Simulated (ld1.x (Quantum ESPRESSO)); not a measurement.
**Pseudopotential generation for Cu: PAW, PBE**

Task: generate the file, and judge it by its errors in other configurations, its logarithmic derivatives, its ghosts and its cutoff.

Method: ld1.x (Quantum ESPRESSO) 7.5, PBE, scalar-relativistic.

## 1. Starting point

Typed settings, in words:

- element: copper (Cu, Z = 29)
- type: PAW
- frozen core: [Ne]
- valence charge: 19
- reference configuration: 3s2 3p6 3d10 4s0.75 4p0.25
- partial waves: 3s (bound): rcut 0.95, rcutus 1.15 bohr; 4s (bound): rcut 0.95, rcutus 1.15 bohr; 3p (bound): rcut 1.35, rcutus 1.55 bohr; 4p (bound): rcut 1.35, rcutus 1.55 bohr; 3d (bound): rcut 0.90, rcutus 1.10 bohr; 3d channel at 1.1 Ry: rcut 0.90, rcutus 1.10 bohr
- local potential: all-electron potential smoothed inside 0.85 bohr (lloc = -1)
- core correction: Bessel-smoothed model core, default radius (core density twice the valence density)
- augmentation charge: PSQ, radius 0.95 bohr

## 2. Generating the potential

Input file Cu.in:

```
 &input
   title='Cu', zed=29., rel=1, dft='PBE', iswitch=3,
   config='[Ar] 3d10 4s0.75 4p0.25',
   nld=3, rlderiv=1.70, eminld=-10.0, emaxld=5.0, deld=0.04
 /
 &inputp
   pseudotype=3, lpaw=.true., tm=.true., lloc=-1, rcloc=0.85,
   nlcc=.true., new_core_ps=.true.,
   which_augfun='PSQ', rmatch_augfun=0.95,
   file_pseudopw='Cu.UPF', file_wfcaegen='ae.wfc', file_wfcncgen='nc.wfc', file_beta='beta', file_chi='chi', file_wfcusgen='us.wfc'
 /
6
3S  1  0   2.00   0.00  0.95  1.15  0.0
4S  2  0   0.75   0.00  0.95  1.15  0.0
3P  2  1   6.00   0.00  1.35  1.55  0.0
4P  3  1   0.25   0.00  1.35  1.55  0.0
3D  3  2  10.00   0.00  0.90  1.10  0.0
3D  3  2   0.00   1.10  0.90  1.10  0.0
 &test
   configts(1)='3s2 3p6 3d10 4s0.75 4p0.25'
 /
```

Started as:

```console
$ ld1.x < Cu.in > Cu.out
```

What the program wrote to Cu.out (without the banner and most projector matrices):

```text
     Program LD1 v.7.5
     --------------------------- All-electron run ----------------------------

     Cu
     scalar relativistic calculation

     atomic number is 29.00
     dft =PBE   lsd =0 sic =0 latt =0  beta=0.20 tr2=1.0E-14
     Exchange-correlation= PBE
                           (   1   4   3   4   0   0   0)
     mesh =1199 r(mesh) = 100.25372 a.u. xmin = -7.00 dx = 0.01250
     1 Ry =  13.60569312 eV, c = 137.03599908

     n l     nl                  e(Ry)          e(Ha)          e(eV)
     1 0     1S 1( 2.00)      -650.5930      -325.2965     -8851.7693
     2 0     2S 1( 2.00)       -78.1316       -39.0658     -1063.0344
     2 1     2P 1( 6.00)       -67.4379       -33.7190      -917.5399
     3 0     3S 1( 2.00)        -8.4746        -4.2373      -115.3033
     3 1     3P 1( 6.00)        -5.3469        -2.6734       -72.7481
     3 2     3D 1(10.00)        -0.4144        -0.2072        -5.6376
     4 0     4S 1( 0.75)        -0.3704        -0.1852        -5.0395
     4 1     4P 1( 0.25)        -0.0751        -0.0376        -1.0220

     final scf error:  3.7E-15 reached in  33 iterations

     Etot =   -3309.628883 Ry,   -1654.814441 Ha,  -45029.794933 eV

     Ekin =    3358.860207 Ry,    1679.430103 Ha,   45699.621218 eV
     Encl =   -7967.945356 Ry,   -3983.972678 Ha, -108409.419333 eV
     Eh   =    1434.495687 Ry,     717.247844 Ha,   19517.308108 eV
     Exc  =    -135.039421 Ry,     -67.519711 Ha,   -1837.304925 eV

     normalization and overlap integrals

     s(1S/1S) =  1.000000  <r> =   0.0521  <r2> =    0.0037  r(max) =   0.0341
     s(2S/2S) =  1.000000  <r> =   0.2352  <r2> =    0.0653  r(max) =   0.1960
     s(2P/2P) =  1.000000  <r> =   0.2064  <r2> =    0.0523  r(max) =   0.1585
     s(3S/3S) =  1.000000  <r> =   0.7120  <r2> =    0.5865  r(max) =   0.6112
     s(3P/3P) =  1.000000  <r> =   0.7496  <r2> =    0.6653  r(max) =   0.6189
     s(3D/3D) =  1.000000  <r> =   1.0423  <r2> =    1.5515  r(max) =   0.6036
     s(4S/4S) =  1.000000  <r> =   2.8995  <r2> =    9.9486  r(max) =   2.2428
     s(4P/4P) =  1.000000  <r> =   5.1346  <r2> =   32.9081  r(max) =   3.5616

     ------------------------ End of All-electron run ------------------------

     --------------------- Generating PAW atomic setup --------------------

      Generating local potential from pseudized AE potential:
      Matching radius rcloc =   0.8500

      Local pseudo, rcloc= 0.846 Estimated cut-off energy=    34.85 Ry

      Computing core charge for nlcc:

       r > 0.33 : true rho core
      Core charge pseudized with two Bessel functions
      Integrated core pseudo-charge :   7.53
      Wfc-us  3S rcutus= 1.142  Estimated cut-off energy=    41.12 Ry
      Wfc-us  4S rcutus= 1.142  Estimated cut-off energy=    83.01 Ry
      Wfc-us  3P rcutus= 1.541  Estimated cut-off energy=    36.58 Ry
      Wfc-us  4P rcutus= 1.541  Estimated cut-off energy=    69.33 Ry
      Wfc-us  3D rcutus= 1.114  Estimated cut-off energy=    92.48 Ry
      Wfc-us  3D rcutus= 1.114  Estimated cut-off energy=   104.15 Ry

     Required augmentation: PSQ   radius:    0.950000

     Q pseudized with Bessel functions
     Expected ecutrho=     474.7728 due to l1=  2   l2=  2

     Estimated PAW energy = -486.542409 Ryd

     The PAW screened D coefficients
    15.11602     5.78814     0.00000     0.00000     0.00000     0.00000
     5.78814     1.91858     0.00000     0.00000     0.00000     0.00000
     0.00000     0.00000    -3.47133     0.90087     0.00000     0.00000
     0.00000     0.00000     0.90087     0.38479     0.00000     0.00000
     0.00000     0.00000     0.00000     0.00000    -1.48888    -0.87107
     0.00000     0.00000     0.00000     0.00000    -0.87107    -0.48544

     The PAW descreened D coefficients (US)
     4.27201     0.36185     0.00000     0.00000     0.00000     0.00000
     0.36185    -0.50443     0.00000     0.00000     0.00000     0.00000
     0.00000     0.00000     9.48150     0.27788     0.00000     0.00000
     0.00000     0.00000     0.27788    -1.01280     0.00000     0.00000
     0.00000     0.00000     0.00000     0.00000     5.70698     4.59052
     0.00000     0.00000     0.00000     0.00000     4.59052     3.43865

     ------------------- End of pseudopotential generation -------------------

     [... the all-electron block is printed once more ...]


     Computing logarithmic derivative in   1.69295
     Computing logarithmic derivative in   1.69295
     Computing the partial wave expansion
     R is outside the sphere for l=    0 j= 0.00
     R is outside the sphere for l=    0 j= 0.00
     R is outside the sphere for l=    1 j= 0.00
     R is outside the sphere for l=    1 j= 0.00
     R is outside the sphere for l=    2 j= 0.00
     R is outside the sphere for l=    2 j= 0.00

     ---------------------- Testing the pseudopotential ----------------------

     Cu
     scalar relativistic calculation

     atomic number is 29.00   valence charge is 19.00
     dft = SLA  PW   PBX  PBC   lsd =0 sic =0 latt =0  beta=0.20 tr2=1.0E-14
     mesh =1199 r(mesh) = 100.25372 xmin = -7.00 dx = 0.01250

     n l     nl             e AE (Ry)        e PS (Ry)    De AE-PS (Ry)
     1 0     3S   1( 2.00)       -8.47464       -8.47467        0.00003
     2 1     3P   1( 6.00)       -5.34689       -5.34692        0.00004
     3 2     3D   1(10.00)       -0.41436       -0.41440        0.00004
     2 0     4S   1( 0.75)       -0.37040       -0.37041        0.00002
     3 1     4P   1( 0.25)       -0.07512       -0.07513        0.00001

     eps = 5.1E-15  iter =  6

     Etot =   -3309.628883 Ry,   -1654.814441 Ha,  -45029.794933 eV
     Etotps =  -486.542426 Ry,    -243.271213 Ha,   -6619.746938 eV

     Ekin =     438.211883 Ry,     219.105942 Ha,    5962.176409 eV
     Encl =   -1142.156365 Ry,    -571.078182 Ha,  -15539.829000 eV
     Ehrt =     352.441483 Ry,     176.220742 Ha,    4795.210667 eV
     Ecxc =    -135.039428 Ry,     -67.519714 Ha,   -1837.305014 eV
     (Ecc =     -45.153658 Ry,     -22.576829 Ha,    -614.346815 eV)

     ---------------------- End of pseudopotential test ----------------------
```

It took 2.4 s on 1 thread, shared host. (Generation and the later configuration tests together.)

Partial waves on a coarse radial grid (AE all-electron, PS pseudo):

```tsv
r (bohr)	4p AE	4p PS	3d AE	3d PS
0.078	-0.0633	0.0180	0.0588	0.0036
0.155	-0.0704	0.0681	0.2496	0.0272
0.232	-0.0189	0.1422	0.4804	0.0850
0.310	0.0453	0.2292	0.6836	0.1833
0.388	0.0955	0.3140	0.8307	0.3155
0.465	0.1240	0.3822	0.9206	0.4639
0.542	0.1326	0.4245	0.9640	0.6098
0.620	0.1252	0.4348	0.9724	0.7345
0.698	0.1065	0.4114	0.9563	0.8210
0.775	0.0808	0.3592	0.9254	0.8629
0.852	0.0510	0.2858	0.8856	0.8648
0.930	0.0186	0.1998	0.8408	0.8374
1.008	-0.0144	0.1123	0.7942	0.7945
1.085	-0.0466	0.0326	0.7484	0.7485
1.162	-0.0779	-0.0351	0.7039	0.7039
1.240	-0.1083	-0.0895	0.6606	0.6606
1.318	-0.1371	-0.1311	0.6196	0.6196
1.395	-0.1639	-0.1629	0.5815	0.5815
1.472	-0.1891	-0.1890	0.5458	0.5458
1.550	-0.2129	-0.2129	0.5119	0.5119
1.628	-0.2351	-0.2351	0.4803	0.4803
1.705	-0.2554	-0.2554	0.4512	0.4512
1.782	-0.2742	-0.2742	0.4241	0.4241
1.860	-0.2919	-0.2919	0.3985	0.3985
1.938	-0.3081	-0.3081	0.3746	0.3746
2.015	-0.3229	-0.3229	0.3527	0.3527
```

## 3. Transferability test

Input file Cu.test.in:

```
 &input
   title='Cu', zed=29., rel=1, dft='PBE', iswitch=2,
   config='[Ar] 3d10 4s0.75 4p0.25'
 /
 &test
   file_pseudo='Cu.UPF', nconf=8,
   configts(1)='3s2 3p6 3d10 4s0.75 4p0.25',
   configts(2)='3s2 3p6 3d10 4s1 4p0',
   configts(3)='3s2 3p6 3d10 4s0 4p0',
   configts(4)='3s2 3p6 3d9 4s0 4p0',
   configts(5)='3s2 3p6 3d8 4s0 4p0',
   configts(6)='3s2 3p6 3d9 4s1 4p1',
   configts(7)='3s2 3p6 3d9 4s1 4p0',
   configts(8)='3s2 3p6 3d7 4s0 4p0'
 /
```

Started as:

```console
$ ld1.x < Cu.test.in > Cu.test.out
```

Cu.test.out, the pseudopotential blocks, each with the warnings that came before it:

```text
     ---------------------- Testing the pseudopotential ----------------------

     Cu
     scalar relativistic calculation

     atomic number is 29.00   valence charge is 19.00
     dft =SLA  PW   PBX  PBC   lsd =0 sic =0 latt =0  beta=0.20 tr2=1.0E-14
     mesh =1199 r(mesh) = 100.25372 xmin = -7.00 dx = 0.01250

     n l     nl             e AE (Ry)        e PS (Ry)    De AE-PS (Ry)
     1 0     3S   1( 2.00)       -8.47464       -8.47467        0.00003
     2 1     3P   1( 6.00)       -5.34689       -5.34692        0.00004
     3 2     3D   1(10.00)       -0.41436       -0.41440        0.00004
     2 0     4S   1( 0.75)       -0.37040       -0.37041        0.00002
     3 1     4P   1( 0.25)       -0.07512       -0.07513        0.00001

     eps = 5.1E-15  iter =  6

     Etot =   -3309.628883 Ry,   -1654.814441 Ha,  -45029.794933 eV
     Etotps =  -486.542426 Ry,    -243.271213 Ha,   -6619.746938 eV

     Ekin =     438.211883 Ry,     219.105942 Ha,    5962.176409 eV
     Encl =   -1142.156365 Ry,    -571.078182 Ha,  -15539.829000 eV
     Ehrt =     352.441483 Ry,     176.220742 Ha,    4795.210667 eV
     Ecxc =    -135.039428 Ry,     -67.519714 Ha,   -1837.305014 eV
     (Ecc =     -45.153658 Ry,     -22.576829 Ha,    -614.346815 eV)

     ---------------------- End of pseudopotential test ----------------------

     ---------------------- Testing the pseudopotential ----------------------

     Cu
     [...]
     n l     nl             e AE (Ry)        e PS (Ry)    De AE-PS (Ry)
     1 0     3S   1( 2.00)       -8.43051       -8.43091        0.00040
     2 1     3P   1( 6.00)       -5.30241       -5.30280        0.00039
     3 2     3D   1(10.00)       -0.37027       -0.37050        0.00023
     2 0     4S   1( 1.00)       -0.33878       -0.33869       -0.00009
     3 1     4P   1( 0.00)       -0.05121       -0.05121        0.00001

     eps = 3.8E-15  iter = 12

     Etot =   -3309.701531 Ry,   -1654.850765 Ha,  -45030.783357 eV
     Etotps =  -486.615078 Ry,    -243.307539 Ha,   -6620.735427 eV
     dEtot_ae =      -0.072648 Ry
     dEtot_ps =      -0.072653 Ry,   Delta E=       0.000005 Ry

     [...]
     ---------------------- End of pseudopotential test ----------------------

     ---------------------- Testing the pseudopotential ----------------------

     Cu
     [...]
     n l     nl             e AE (Ry)        e PS (Ry)    De AE-PS (Ry)
     1 0     3S   1( 2.00)       -9.06400       -9.06168       -0.00231
     2 1     3P   1( 6.00)       -5.93825       -5.93600       -0.00225
     3 2     3D   1(10.00)       -1.00387       -1.00268       -0.00120
     2 0     4S   1( 0.00)       -0.87409       -0.87489        0.00080
     3 1     4P   1( 0.00)       -0.48142       -0.48229        0.00087

     eps = 1.9E-15  iter = 13

     Etot =   -3309.102669 Ry,   -1654.551334 Ha,  -45022.635421 eV
     Etotps =  -486.015844 Ry,    -243.007922 Ha,   -6612.582422 eV
     dEtot_ae =       0.526214 Ry
     dEtot_ps =       0.526582 Ry,   Delta E=      -0.000368 Ry

     [...]
     ---------------------- End of pseudopotential test ----------------------

     ---------------------- Testing the pseudopotential ----------------------

     Cu
     [...]
     n l     nl             e AE (Ry)        e PS (Ry)    De AE-PS (Ry)
     1 0     3S   1( 2.00)      -10.31083      -10.32091        0.01008  !
     2 1     3P   1( 6.00)       -7.17487       -7.18426        0.00939  !
     3 2     3D   1( 9.00)       -2.17762       -2.18507        0.00745  !
     2 0     4S   1( 0.00)       -1.64243       -1.64142       -0.00101
     3 1     4P   1( 0.00)       -1.12816       -1.13756        0.00941  !

     eps = 9.7E-15  iter = 16

     Etot =   -3307.534761 Ry,   -1653.767381 Ha,  -45001.302955 eV
     Etotps =  -484.446303 Ry,    -242.223151 Ha,   -6591.227730 eV
     dEtot_ae =       2.094122 Ry
     dEtot_ps =       2.096123 Ry,   Delta E=      -0.002001 Ry

     [...]
     ---------------------- End of pseudopotential test ----------------------

     ---------------------- Testing the pseudopotential ----------------------

     Cu
     [...]
     n l     nl             e AE (Ry)        e PS (Ry)    De AE-PS (Ry)
     1 0     3S   1( 2.00)      -11.81043      -11.86568        0.05525  !
     2 1     3P   1( 6.00)       -8.65850       -8.70694        0.04844  !
     3 2     3D   1( 8.00)       -3.59499       -3.64117        0.04618  !
     2 0     4S   1( 0.00)       -2.53770       -2.53810        0.00040
     3 1     4P   1( 0.00)       -1.91536       -1.97527        0.05990  !

     eps = 3.1E-15  iter = 19

     Etot =   -3304.666857 Ry,   -1652.333428 Ha,  -44962.283127 eV
     Etotps =  -481.554798 Ry,    -240.777399 Ha,   -6551.886807 eV
     dEtot_ae =       4.962026 Ry
     dEtot_ps =       4.987628 Ry,   Delta E=      -0.025601 Ry

     [...]
     ---------------------- End of pseudopotential test ----------------------

     ---------------------- Testing the pseudopotential ----------------------

     Cu
     [...]
     n l     nl             e AE (Ry)        e PS (Ry)    De AE-PS (Ry)
     1 0     3S   1( 2.00)       -8.97493       -8.98297        0.00804  !
     2 1     3P   1( 6.00)       -5.83772       -5.84470        0.00698  !
     3 2     3D   1( 9.00)       -0.85163       -0.85659        0.00497
     2 0     4S   1( 1.00)       -0.52491       -0.52208       -0.00283
     3 1     4P   1( 1.00)       -0.15499       -0.15463       -0.00036

     eps = 7.0E-15  iter = 18

     Etot =   -3309.200967 Ry,   -1654.600483 Ha,  -45023.972836 eV
     Etotps =  -486.111940 Ry,    -243.055970 Ha,   -6613.889879 eV
     dEtot_ae =       0.427916 Ry
     dEtot_ps =       0.430486 Ry,   Delta E=      -0.002570 Ry

     [...]
     ---------------------- End of pseudopotential test ----------------------

     ---------------------- Testing the pseudopotential ----------------------

     Cu
     [...]
     n l     nl             e AE (Ry)        e PS (Ry)    De AE-PS (Ry)
     1 0     3S   1( 2.00)       -9.50984       -9.52173        0.01188  !
     2 1     3P   1( 6.00)       -6.37323       -6.38408        0.01085  !
     3 2     3D   1( 9.00)       -1.38593       -1.39441        0.00848  !
     2 0     4S   1( 1.00)       -0.99920       -0.99778       -0.00142
     3 1     4P   1( 0.00)       -0.56486       -0.56721        0.00234

     eps = 5.4E-16  iter = 16

     Etot =   -3308.850568 Ry,   -1654.425284 Ha,  -45019.205425 eV
     Etotps =  -485.761019 Ry,    -242.880510 Ha,   -6609.115356 eV
     dEtot_ae =       0.778314 Ry
     dEtot_ps =       0.781407 Ry,   Delta E=      -0.003092 Ry

     [...]
     ---------------------- End of pseudopotential test ----------------------

     Warning: n=2, l=1 expected 0 nodes, found 1
     ---------------------- Testing the pseudopotential ----------------------

     Cu
     [...]
     n l     nl             e AE (Ry)        e PS (Ry)    De AE-PS (Ry)
     1 0     3S   1( 2.00)      -13.50856      -13.66184        0.15329  !
     2 1     3P   1( 6.00)      -10.33679      -10.46223        0.12543  !
     3 2     3D   1( 7.00)       -5.21378       -5.35163        0.13785  !
     2 0     4S   1( 0.00)       -3.53893       -3.54984        0.01091  !
     3 1     4P   1( 0.00)       -2.81949       -3.03003        0.21054  !

     eps = 7.9E-15  iter = 20

     Etot =   -3300.278327 Ry,   -1650.139164 Ha,  -44902.574139 eV
     Etotps =  -477.079302 Ry,    -238.539651 Ha,   -6490.994578 eV
     dEtot_ae =       9.350556 Ry
     dEtot_ps =       9.463124 Ry,   Delta E=      -0.112568 Ry

     [...]
     ---------------------- End of pseudopotential test ----------------------
```

Excitation and ionisation energies from 3s2 3p6 3d10 4s0.75 4p0.25, with the error of the potential. A star marks tests that logged a warning.

| valence configuration | charge | ΔE all-electron (eV) | error AE − PS (meV) |
| --- | --- | --- | --- |
| 3s2 3p6 3d10 4s1 4p0 | 0 | -0.988 | +0.1 |
| 3s2 3p6 3d10 4s0 4p0 | +1 | 7.160 | -5.0 |
| 3s2 3p6 3d9 4s0 4p0 | +2 | 28.492 | -27 |
| 3s2 3p6 3d8 4s0 4p0 | +3 | 67.512 | -348 |
| 3s2 3p6 3d9 4s1 4p1 | 0 | 5.822 | -35 |
| 3s2 3p6 3d9 4s1 4p0 | +1 | 10.590 | -42 |
| 3s2 3p6 3d7 4s0 4p0 * | +4 | 127.221 | -1532 |

## 4. Logarithmic derivatives

Taken from the files of the generation run. The phase is arctan(r·u′/u) with u = r·R, unwrapped, with energies in Ry. A pole is an energy at which the radial function vanishes at the test radius. The pseudo phase is shifted by a multiple of π to meet the all-electron one at the reference energy. Levels narrower than the energy grid can be missing from the poles. Left out: p, where the overlap operator is not positive , so their phases aren't trusted. The last column is the largest difference on the grid between −1 and +1 Ry.

| channel | radius (bohr) | reference (Ry) | poles AE | poles PS | window around the reference with phases within 0.05 rad (Ry) | largest difference near zero (rad) |
| --- | --- | --- | --- | --- | --- | --- |
| s | 1.69 | -0.37 | -8.35 | -8.35 | the whole range | 0.000 |
| d | 1.69 | -0.41 | 0.21 | 0.21 | the whole range | 0.000 |

Phases (rad) along the scan:

```tsv
E (Ry)	d AE	d PS	s AE	s PS
-10.00	1.388	1.388	1.339	1.339
-9.52	1.384	1.384	1.315	1.315
-9.04	1.379	1.379	1.252	1.252
-8.56	1.374	1.374	-0.665	-0.666
-8.08	1.369	1.369	-1.691	-1.691
-7.60	1.363	1.363	-1.747	-1.747
-7.12	1.356	1.356	-1.773	-1.773
-6.64	1.349	1.349	-1.791	-1.791
-6.16	1.340	1.340	-1.807	-1.806
-5.68	1.331	1.331	-1.822	-1.822
-5.20	1.320	1.320	-1.838	-1.838
-4.72	1.308	1.308	-1.856	-1.856
-4.24	1.293	1.293	-1.875	-1.875
-3.76	1.275	1.275	-1.898	-1.898
-3.28	1.253	1.253	-1.925	-1.925
-2.80	1.223	1.222	-1.958	-1.958
-2.32	1.179	1.179	-1.999	-1.999
-1.84	1.110	1.110	-2.051	-2.051
-1.36	0.968	0.967	-2.121	-2.121
-0.88	0.504	0.504	-2.218	-2.218
-0.40	-0.974	-0.974	-2.360	-2.360
0.08	-1.512	-1.512	-2.575	-2.575
0.56	-1.677	-1.677	-2.899	-2.899
1.04	-1.767	-1.767	-3.320	-3.320
1.52	-1.836	-1.836	-3.723	-3.723
2.00	-1.902	-1.902	-4.016	-4.016
2.48	-1.975	-1.975	-4.208	-4.208
2.96	-2.067	-2.067	-4.336	-4.336
3.44	-2.193	-2.194	-4.425	-4.425
3.92	-2.383	-2.384	-4.491	-4.490
4.40	-2.683	-2.685	-4.540	-4.540
4.88	-3.124	-3.127	-4.580	-4.580
```

## 5. Plane-wave convergence, by spherical Bessel functions

This step uses the generator's waves and projectors in a separate script. Basis: spherical Bessel functions vanishing at 20 bohr, q² up to the cutoff; potential fixed at the reference.

No cutoffs are read. The overlap operator is not positive in p (lowest eigenvalue -2.309), so the test is not defined there. The ghost test is not conclusive.

## 6. Summary of results

```
                                                quantity                                                            value
                                                 cutoffs                                                   not determined
                                            bound ghosts                                                   not determined
                            largest test error (AE − PS)  -1532 meV, for 3s2 3p6 3d7 4s0 4p0 (this test logged a warning)
largest phase difference near zero energy, channels read                                                        0.000 rad
         lowest eigenvalue of the overlap (Bessel basis)                                                       -2.309 (p)
               density cutoff estimated by the generator                                                           475 Ry
```

What this shows: The overlap operator is not positive definite in p, so a plane-wave run would break down once the basis is large enough. The worst unpolarised test, 3s2 3p6 3d7 4s0 4p0, is off by 1532 meV on 127.2 eV; by total energies transferability rates as poor. That test lies far up in energy; among those under 40 eV, nearer to bonding, the largest error is 42 meV. No cutoffs are read. Ghosts could not be judged. Near zero energy the phases of the channels with partial waves that could be evaluated agree within 0.001 rad. These are tests on the free atom; a crystal test is still owed.
